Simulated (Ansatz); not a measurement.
# F3H5Si2: the cost of one run

Method: RKS PBE0-D4/def2-SVP, in Ansatz 0.2.0.

1 further run of the same task is left out (it didn't finish).

**1. The structure to begin with**

Bond lengths: Si1–F3 1.590 Å, Si1–F4 1.589 Å, Si1–F5 1.589 Å, Si1–Si6 2.520 Å, Si6–H7 1.460 Å, Si6–H8 1.460 Å, Si6–H9 1.460 Å. Angles: F3–Si1–F4 109.5°, F3–Si1–F5 109.5°, F3–Si1–Si6 178.9°, F4–Si1–F5 109.5°, F4–Si1–Si6 70.0°, F5–Si1–Si6 70.0°, Si1–Si6–H7 109.5°, Si1–Si6–H8 109.5°, Si1–Si6–H9 109.5°, H7–Si6–H8 109.4°, H7–Si6–H9 109.4°, H8–Si6–H9 109.4°.

Coordinates:

```xyz
10

Si    0.0000    0.0000    0.0000
H     0.0000    0.0000    1.8100
F     1.4994    0.0000   -0.5295
F    -0.7489    1.2974   -0.5295
F    -0.7489   -1.2974   -0.5295
Si   -2.3914    0.0000    0.7946
H    -3.1794   -0.9102   -0.0313
H    -2.4426   -0.4389    2.1861
H    -2.9397    1.3491    0.6900
H    -0.9452    0.0000    1.8966
```

**2. Pulling towards end A**

Springs on the bonds that form and break draw the guess towards this end; the thresholds are loose.

Input file input.yaml:

```yaml
crystal:
  periodic: [false, false, false]
  atoms:
    - { symbol: Si, position_ang: [0.0, 0.0, 0.0] }
    - { symbol: H, position_ang: [0.0, 0.0, 1.81] }
    - { symbol: F, position_ang: [1.4994, 0.0, -0.5295] }
    - { symbol: F, position_ang: [-0.7489, 1.2974, -0.5295] }
    - { symbol: F, position_ang: [-0.7489, -1.2974, -0.5295] }
    - { symbol: Si, position_ang: [-2.3914, 0.0, 0.7946] }
    - { symbol: H, position_ang: [-3.1794, -0.9102, -0.0313] }
    - { symbol: H, position_ang: [-2.4426, -0.4389, 2.1861] }
    - { symbol: H, position_ang: [-2.9397, 1.3491, 0.69] }
    - { symbol: H, position_ang: [-0.9452, 0.0, 1.8966] }
basis:
  gaussian: { orbitals: def2-SVP }
hamiltonian:
  xc: pbe0
  dispersion: d4
relax:
  f_tol: 0.15
  max_steps: 25
  restrain:
    - { distance: [0, 5], at: 3.42, k: 30.0 }
    - { distance: [9, 1], at: 1.86, k: 30.0 }
    - { distance: [0, 1], at: 1.46, k: 30.0 }
    - { distance: [9, 5], at: 1.46, k: 30.0 }
```

Launch:

```console
ansatz run input.yaml --threads 2 --pin off --max-ram 3072MiB --backend cpu --events-out ev --progress --plain --runs-dir out
```

Q: Estimate wall time and peak memory on 2 threads of Intel Xeon Platinum 8259CL at 2.50GHz (Skylake/Cascade Lake), shared host.

About 50 s, with a peak of 0.25 GiB.
